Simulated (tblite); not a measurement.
# C5H11N2PSi: the cost of one run

The runs use tblite 0.8.0 and PySCF 2.14.0, with density-fitted response routines of our own; the level of theory stands in each step. All values are computed, except where a source is named. Atoms count from 0, in the outputs and in this text.

**1. The starting structure**

20 atoms, charge 0, multiplicity 1; geometry from: force field or distance geometry start.

Bonds of the start (Å): C0–N1 1.44, N1–P2 1.72, P2–N3 1.56, N3–Si4 1.79, P2–C5 1.78, C5–C6 1.32, C6–C7 1.42, C7–C8 1.32, C8–P2 1.79, C0–H9 1.13, C0–H10 1.10, C0–H11 1.12, N1–H12 1.05, Si4–H13 1.47, Si4–H14 1.46, Si4–H15 1.46, C5–H16 1.07, C6–H17 1.11, C7–H18 1.11, C8–H19 1.08.

**2. Geometry optimisation with GFN2-xTB**

The job: settings as JSON, then the geometry in Å.

```
{"job": {"kind": "relax", "xc": "GFN2-xTB", "basis": "xTB"}, "charge": 0, "multiplicity": 1}
C     -1.997500    -1.786000     0.466800
N     -0.657700    -1.424100     0.838000
P      0.046300    -0.183500    -0.117700
N      1.334900    -0.607100    -0.887400
Si     2.837100    -0.444200     0.076200
C     -1.110200     0.727800    -1.121400
C     -1.066200     1.975300    -0.698900
C     -0.182600     2.259400     0.376600
C      0.516600     1.250100     0.849100
H     -2.131500    -2.860200     0.786400
H     -2.158100    -1.707700    -0.617500
H     -2.772900    -1.230600     1.054000
H     -0.051800    -2.278200     0.799000
H      2.541300    -0.854800     1.454300
H      3.219100     0.964700     0.133800
H      3.881700    -1.342300    -0.408800
H     -1.705000     0.319400    -1.913000
H     -1.711700     2.735200    -1.178600
H     -0.073100     3.274500     0.819400
H      1.236100     1.223100     1.648000
```

On the command line:

```console
> OMP_NUM_THREADS=1 python probes_run.py task.json out
```

One launch serves the whole session: the jobs run in the order shown.

Q: Estimate the wall time and peak memory of this first job on 1 thread of Arm Neoverse V1, shared host.

About 2.2 s, with a peak of 0.18 GiB.
